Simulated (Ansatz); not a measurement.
# CCo: the cost of one run

The runs use Ansatz 0.2.0, Gaussian basis; def2-QZVPP, core rule «outside noble gas», up to 10 orbitals frozen.

The runs, in order: UHF; ROHF; CCSD(T) on UHF.

### Step 1. What is computed

The geometry is a PBE0/def2-TZVP stationary point (not a proven minimum) of the parent state, kept for this charge and spin.

2 atoms, charge 1, spin multiplicity 5.

Atoms are counted from 1 here; the program's logs count them from 0.

Bond lengths: Co1–C2 1.609 Å.

Geometry (Å):

```xyz
2
charge 1, multiplicity 5
Co    0.0000    0.0000    0.0000
C     0.0000    0.0000    1.6092
```

### Step 2. UHF

in.yaml reads:

```yaml
crystal:
  periodic: [false, false, false]
  atoms:
    - {symbol: Co, position_ang: [0.000000, 0.000000, 0.000000]}
    - {symbol: C, position_ang: [0.000000, 0.000000, 1.609200]}
basis:
  gaussian: {orbitals: "def2-QZVPP.json"}
total_charge: 1
magnetization: {spin_polarized: true, initial_magnetization: 4}
hamiltonian: {xc: hf}
output: {orbitals: {seedname: orbitals}}
```

The run is started by

```sh
ansatz run in.yaml --threads 1 --pin off --events-out ev --progress --plain --max-ram 2816MiB --backend cpu
```

Q: Estimate wall time and peak memory on 1 thread of AMD EPYC 7R13, shared host.

About 85 s, with a peak of 0.46 GiB.
